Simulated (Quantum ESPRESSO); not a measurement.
**PtSe: zone-centre phonons under several settings**

```xyz
2
Lattice="3.7019 0.0000 0.0000 -1.8509 3.2059 0.0000 0.0000 0.0000 3.6128" Properties=species:S:1:pos:R:3 pbc="T T T"
Pt    0.0000    0.0000    0.0000
Se    1.8509    1.0686    1.8064
```

The cell comes from a database or a generator and needn't be the stable form of this composition.

All runs used Quantum ESPRESSO 7.5; k mesh 6 × 6 × 4, shifted; given cell, atoms relaxed; no spin polarisation; occupations fermi-dirac, width 0.05 eV.

```csv
level,potentials,cutoff (eV),pressure (GPa),lowest optical mode without the field (cm⁻¹),highest optical mode without the field (cm⁻¹)
PBE,JTH 2.0 PBE,707,-11.4,126i,123i
PBE,GBRV 1.5 PBE,612,-11.8,128i,126i
PBE,SSSP 1.3 efficiency PBE,748,?,?,?
PBE,SG15 PBE 1.2,952,-11.4,127i,125i
PBE,SPMS 1.0 PBE,952,-11.5,127i,123i
PBE,Ansatz NC SR PBE,1170,-11.4,127i,125i
PBE,PseudoDojo 0.4.1 SR PBE standard,1170,-11.5,127i,125i
```

Q: What stands in the row left open?

A: Pressure -11.6 GPa; lowest optical mode without the field 128i cm⁻¹; highest optical mode without the field 126i cm⁻¹.

Values marked i are imaginary: the cell is unstable against those modes at that level, or the meshes are too thin.

Caveats: all runs use coarse meshes; the mesh is thin for the phonons of a metal; some modes are imaginary; the cell is more than 3 GPa from zero pressure, which shifts response properties.

For the row left open. Caveat: the k mesh is coarse (spacing up to 0.43 Å⁻¹), so the values aren't converged; the mesh is thin for the phonons of a metal; some modes are imaginary; the cell is more than 3 GPa from zero pressure, which shifts response properties.

The runs don't all hold the same shells in valence.
